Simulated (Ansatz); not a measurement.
# GaNH2+ (quartet): from Hartree-Fock to the top rungs, cc-pVTZ

How much of the correlation energy of GaNH2+ (quartet) does each wave-function method recover here?

The runs use Ansatz 0.2.0, Gaussian basis; cc-pVTZ, core rule «outside noble gas», up to 15 orbitals frozen.

The runs, in order: UHF; CCSD(T) on ROHF; CCSD(T) on UHF; BCCD(T) on ROHF; CCSDT(Q) on ROHF; CCSDT(Q) on UHF.

12 further runs of the same task are left out: 8 for a known fault of the program, 4 set aside as unsound or not needed.

**1. What is computed**

The geometry is a PBE0/def2-TZVP stationary point (not a proven minimum) of the parent state, kept for this charge and spin. No spin-orbit coupling is included. The filled d shell of Ga may be among the frozen orbitals whatever the setting's name suggests; the logs give the count.

4 atoms, charge 1, spin multiplicity 4.

Atoms are counted from 1 here; the program's logs count them from 0.

Bond lengths: N1–Ga2 1.923 Å, Ga2–H3 1.565 Å, Ga2–H4 1.565 Å. Angles: N1–Ga2–H3 117.6°, N1–Ga2–H4 117.6°, H3–Ga2–H4 124.7°.

**2. UHF**

The input, in.yaml:

```yaml
crystal:
  periodic: [false, false, false]
  atoms:
    - {symbol: N, position_ang: [0.000000, 0.000000, 1.625834]}
    - {symbol: Ga, position_ang: [0.000000, 0.000000, -0.297041]}
    - {symbol: H, position_ang: [0.000000, 1.386306, -1.022870]}
    - {symbol: H, position_ang: [0.000000, -1.386306, -1.022870]}
basis:
  gaussian: {orbitals: cc-pVTZ}
total_charge: 1
magnetization: {spin_polarized: true, initial_magnetization: 3}
hamiltonian: {xc: hf}
output: {orbitals: {seedname: orbitals}}
```

On the command line:

```sh
$ ansatz run in.yaml --threads 1 --pin off --events-out ev --progress --plain --max-ram 4096MiB --backend cpu
```

Further steps of the session: CCSD(T) on ROHF; CCSD(T) on UHF; BCCD(T) on ROHF; CCSDT(Q) on ROHF; CCSDT(Q) on UHF.

Q: Predict the results of all the runs planned. Wanted: UCCSDT(Q) below the RHF energy; RMP2 from UCCSDT(Q); UMP2 from UCCSDT(Q); RCCSD from UCCSDT(Q); RCCSD(T) from UCCSDT(Q); UCCSD(T) from UCCSDT(Q); RCCSDT(Q) from UCCSDT(Q); T1 diagnostic.

As calculated:

```
                         quantity                                                   value
   UCCSDT(Q) below the RHF energy                                              -5.5271 eV
              RMP2 from UCCSDT(Q)                                             +1086.1 meV
              UMP2 from UCCSDT(Q)                                             +1057.2 meV
             RCCSD from UCCSDT(Q)                                              +163.4 meV
          RCCSD(T) from UCCSDT(Q)                                               +36.8 meV
          UCCSD(T) from UCCSDT(Q)                                               +31.9 meV
         RCCSDT(Q) from UCCSDT(Q)                                                +5.2 meV
levels within 1 kcal/mol (43 meV)  RCCSD(T), UCCSD(T), BCCD(T), RCCSDT, UCCSDT, RCCSDT(Q)
                    T1 diagnostic                                                   0.032
```

What this shows: RCCSD(T) misses by +36.8 meV, 0.7 % of the correlation energy. These misses are within one basis, not against nature; the frozen cores of restricted and unrestricted runs differ, which can shift their rows.
